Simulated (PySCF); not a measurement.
**Pb(SH)4: other functionals and bases at one geometry**

The task here is to estimate one member of a computed series from the others.

Program: PySCF 2.14.0. Level of theory: several levels, as the steps say, no spin–orbit coupling. These are calculated values, not measurements.

3 further runs of the same task are left out: 2 for a known fault of the program, 1 that didn't finish.

### The starting structure

9 atoms, charge 0, spin multiplicity 1.

Bond lengths: Pb1–S2 2.551 Å, Pb1–S4 2.551 Å, Pb1–S6 2.551 Å, Pb1–S8 2.551 Å, S2–H3 1.365 Å, S4–H5 1.365 Å, S6–H7 1.364 Å, S8–H9 1.365 Å. Angles: S2–Pb1–S4 105.8°, S2–Pb1–S6 116.4°, S2–Pb1–S8 106.1°, S4–Pb1–S6 106.0°, S4–Pb1–S8 116.9°, S6–Pb1–S8 106.2°, Pb1–S2–H3 91.2°, Pb1–S4–H5 91.0°, Pb1–S6–H7 91.0°, Pb1–S8–H9 91.0°.

Geometry (Å):

```csv
atom,x (Å),y (Å),z (Å)
Pb1,0.14298,0.33963,0.00417
S2,-0.02200,-1.37166,1.88847
H3,-0.68614,-0.47918,2.67873
S4,0.31916,-1.01285,-2.15188
H5,-0.36667,-2.04926,-1.58690
S6,2.18238,1.87226,0.04148
H7,2.87883,1.00500,-0.74833
S8,-1.89132,1.85881,0.25047
H9,-1.23456,2.87827,-0.37621
```

Formal oxidation states: Pb +4. An earlier session relaxed this geometry at PBE, Pb def2-SVP with ECP60, S def2-SVP, H def2-SVP (singlet, point group C1).

At PBE on the finer grid: E = -1786.951993 Eh, HOMO -6.22 eV, LUMO -4.24 eV, Mulliken charge on Pb1 +0.47 e, largest force component 0.013 eV/Å. 

Levels to run: BP86; B3LYP; revPBE; CAM-B3LYP; PBE, TZVP; PBE, x2c-SVP. Hardware: 2 threads of Arm Neoverse V2, shared host.

Set-up of the first run:

Input file run.py (the lines that set the calculation):

```python
mol = gto.M(atom='''
Pb     0.14298     0.33963     0.00417
S     -0.02200    -1.37166     1.88847
H     -0.68614    -0.47918     2.67873
S      0.31916    -1.01285    -2.15188
H     -0.36667    -2.04926    -1.58690
S      2.18238     1.87226     0.04148
H      2.87883     1.00500    -0.74833
S     -1.89132     1.85881     0.25047
H     -1.23456     2.87827    -0.37621''',
    basis={'Pb': 'def2-SVP', 'S': 'def2-SVP', 'H': 'def2-SVP'},
    ecp={'Pb': 'def2-SVP'},
    charge=0, spin=0)
mf = dft.RKS(mol, xc='B88,P86')
mf.grids.atom_grid = (75, 302)
mf = mf.density_fit()  # fitting sets: Pb def2-universal-JKFIT, S def2-universal-JKFIT, H def2-universal-JKFIT
mf.conv_tol = 1e-08; mf.max_cycle = 55
mf.kernel(dm0)  # dm0: the density of the relaxed state
```

Launch:

```console
$ OMP_NUM_THREADS=2 python run.py
```

Among the steps run: BP86; B3LYP; revPBE; CAM-B3LYP; PBE, TZVP; PBE, x2c-SVP.

One table of the session follows, with a row left open; its other results are not shown here.

| level | HOMO (eV) | gap (eV) | charge on Pb1 (e) | largest force component (eV/Å) |
| --- | --- | --- | --- | --- |
| PBE (relaxed here) | -6.22 | 1.97 | 0.47 | 0.01 |
| BP86 | -6.32 | 1.95 | 0.47 | 0.05 |
| B3LYP | -7.18 | 3.44 | 0.53 | 0.20 |
| revPBE | -6.20 | 1.99 | 0.53 | 0.10 |
| CAM-B3LYP | -8.73 | 6.08 | 0.53 | 0.57 |
| PBE, TZVP | -6.43 | 2.00 | 0.73 | 0.29 |
| PBE, x2c-SVP | ? | ? | ? | ? |

**Question.** Estimate the row for PBE, x2c-SVP.

**Answer.** HOMO (eV): -6.20; gap (eV): 1.96; charge on Pb1 (e): 0.53; largest force component (eV/Å): 0.10.

In one basis the HOMO–LUMO gap runs from 1.95 eV (BP86) to 6.08 eV (CAM-B3LYP). The largest leftover force, 0.57 eV/Å with CAM-B3LYP, stands at a geometry relaxed at another level. Total energies of different levels can't be compared.
